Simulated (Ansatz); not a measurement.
**CH5ClOSn: rigid scan of one bond angle, by script**

Aim: a rigid scan of one bond angle, for CH5ClOSn, run from a script.

Program: Ansatz 0.2.0 through its Python package. Level of theory: Hartree-Fock/def2-SVP. These are calculated values, not measurements.

## Step 1: The structure

Bond lengths: C1–Sn2 2.107 Å, Sn2–O3 1.959 Å, Sn2–Cl4 2.276 Å, C1–H5 1.157 Å, C1–H6 1.165 Å, C1–H7 1.100 Å, Sn2–H8 1.764 Å, O3–H9 1.012 Å. Angles: C1–Sn2–O3 108.9°, C1–Sn2–Cl4 110.9°, C1–Sn2–H8 107.4°, O3–Sn2–Cl4 109.0°, O3–Sn2–H8 109.8°, Cl4–Sn2–H8 110.8°, Sn2–C1–H5 110.0°, Sn2–C1–H6 110.3°, Sn2–C1–H7 113.6°, H5–C1–H6 104.4°, H5–C1–H7 109.7°, H6–C1–H7 108.4°, Sn2–O3–H9 108.3°.

No structure file is read: the coordinates are typed or built in the script.

## Step 2: Script

Contents of ch5closn.py:

```python
# -*- coding: utf-8 -*-
"""Bending curve of CH5ClOSn."""

import ansatz as az
from ase import Atoms


def main():
    atoms = Atoms(["C", "Sn", "O", "Cl", "H", "H", "H", "H", "H"], positions=[
        (0.2548, 1.1073, -0.6508),
        (-0.0816, -0.8776, -0.0284),
        (0.515, -1.0693, 1.8277),
        (-2.2922, -1.4045, -0.153),
        (-0.145, 1.2573, -1.7258),
        (-0.3719, 1.8458, -0.0027),
        (1.3107, 1.4116, -0.6017),
        (0.8744, -1.929, -1.0742),
        (0.0241, -0.3877, 2.3919),
    ])

    # relax first, so that the scan starts from a minimum
    first = (
        az.Crystal.molecule_from_ase(atoms).calculation()
        .basis(gaussian="def2-SVP")  # atom-centred Gaussian functions
        .functional("HF")
        .relax(force_tolerance=0.02, max_steps=80)
    )
    atoms.positions = first.run().report["positions_ang"]

    rows = []
    for angle in [90, 100, 110, 120, 135, 150, 165, 179]:
        bent = atoms.copy()
        bent.set_angle(1, 2, 8, angle, indices=[8])
        model = (
            az.Crystal.molecule_from_ase(bent).calculation()
            .basis(gaussian="def2-SVP")
            .functional("HF")
        )
        rows.append((angle, model.run().report["free_energy_ev"]))
    floor = min(e for _, e in rows)
    for angle, e in rows:
        print(f"angle Sn1-O2-H8 = {angle:3d} deg   {1000 * (e - floor):9.1f} meV")


if __name__ == "__main__":
    main()
```

## Step 3: Running it

Command:

```
python ch5closn.py
```

The log of the run:

```text
angle Sn1-O2-H8 =  90 deg       366.7 meV
angle Sn1-O2-H8 = 100 deg       143.4 meV
angle Sn1-O2-H8 = 110 deg        29.7 meV
angle Sn1-O2-H8 = 120 deg         0.0 meV
angle Sn1-O2-H8 = 135 deg        63.4 meV
angle Sn1-O2-H8 = 150 deg       191.9 meV
angle Sn1-O2-H8 = 165 deg       316.9 meV
angle Sn1-O2-H8 = 179 deg       381.9 meV
```

Run time: 83 s. Hardware: 1 thread of Intel Xeon Platinum 8488C (Sapphire Rapids), shared host; peak memory 0.29 GiB.

## Step 4: Path of the relaxation of run 0

Relaxation path:

| step | energy from step 1 (eV) | largest force component (eV/Å) |
| --- | --- | --- |
| 1 | 0.0000 | 2.5409 |
| 2 | -0.4233 | 0.7388 |
| 3 | -0.4735 | 0.3831 |
| 4 | -0.4901 | 0.2915 |
| 5 | -0.4931 | 0.1031 |
| 6 | -0.4928 | 0.1035 |
| 7 | -0.4949 | 0.0281 |
| 8 | -0.4956 | 0.1037 |
| 9 | -0.4959 | 0.2439 |
| 10 | -0.4971 | 0.0641 |
| 11 | -0.4977 | 0.0702 |
| 12 | -0.4952 | 0.5009 |
| 13 | -0.4987 | 0.0317 |
| 14 | -0.4954 | 0.5738 |
| 15 | -0.4990 | 0.0424 |
| 16 | -0.5004 | 0.0397 |
| 17 | -0.4992 | 0.4413 |
| 18 | -0.5014 | 0.0407 |
| 19 | -0.5022 | 0.1232 |
| 20 | -0.5030 | 0.2485 |
| 21 | -0.5069 | 0.0466 |
| 22 | -0.5109 | 0.0164 |
| 23 | -0.5090 | 0.4067 |
| 24 | -0.5118 | 0.0528 |
| 25 | -0.5116 | 0.1773 |
| 26 | -0.5123 | 0.0303 |
| 27 | -0.5126 | 0.0276 |
| 28 | -0.5127 | 0.0694 |
| 29 | -0.5128 | 0.0026 |

Step 1 is the start. Steps 6, 12, 14, 17, 23, 25 were tried and not accepted.

Before: Bond lengths: C1–Sn2 2.107 Å, Sn2–O3 1.959 Å, Sn2–Cl4 2.276 Å, C1–H5 1.157 Å, C1–H6 1.165 Å, C1–H7 1.100 Å, Sn2–H8 1.764 Å, O3–H9 1.012 Å. Angles: C1–Sn2–O3 108.9°, C1–Sn2–Cl4 110.9°, C1–Sn2–H8 107.4°, O3–Sn2–Cl4 109.0°, O3–Sn2–H8 109.8°, Cl4–Sn2–H8 110.8°, Sn2–C1–H5 110.0°, Sn2–C1–H6 110.3°, Sn2–C1–H7 113.6°, H5–C1–H6 104.4°, H5–C1–H7 109.7°, H6–C1–H7 108.4°, Sn2–O3–H9 108.3°.

After: Bond lengths: C1–Sn2 2.133 Å, Sn2–O3 1.957 Å, Sn2–Cl4 2.365 Å, C1–H5 1.089 Å, C1–H6 1.089 Å, C1–H7 1.090 Å, Sn2–H8 1.702 Å, O3–H9 0.945 Å. Angles: C1–Sn2–O3 106.8°, C1–Sn2–Cl4 109.3°, C1–Sn2–H8 118.7°, O3–Sn2–Cl4 105.9°, O3–Sn2–H8 109.8°, Cl4–Sn2–H8 105.7°, Sn2–C1–H5 110.4°, Sn2–C1–H6 108.9°, Sn2–C1–H7 109.8°, H5–C1–H6 109.3°, H5–C1–H7 109.3°, H6–C1–H7 109.1°, Sn2–O3–H9 119.3°.

Run 0 is this relaxation; the runs after it count from 1.

## Step 5: The engine's runs

One row for each of the 8 runs:

| run | energy from run 4 (eV) | SCF cycles | CPU time (s) |
| --- | --- | --- | --- |
| 1 | 0.3667 | 11 | 1.2 |
| 2 | 0.1434 | 11 | 1.2 |
| 3 | 0.0297 | 11 | 1.2 |
| 4 | 0.0000 | 11 | 1.1 |
| 5 | 0.0634 | 11 | 1.1 |
| 6 | 0.1919 | 12 | 1.2 |
| 7 | 0.3169 | 12 | 1.1 |
| 8 | 0.3819 | 12 | 1.1 |

## Step 6: Outcome

```
                    quantity                    value
               runs compared                        8
angle Sn1-O2-H8 (as printed)  179 deg       381.9 meV
```

**Reading.** All 8 runs converged (11 to 12 cycles). Run 0: After 22 moves the largest shift is 0.958 Å, of atom 9 (H). So large a move can change the bonding: the results belong to the relaxed structure. The scan is rigid, and the energies are electronic, in a modest basis. The zero is the lowest point of the grid, which needn't be the minimum. def2 sets replace the cores of elements past krypton by effective core potentials.
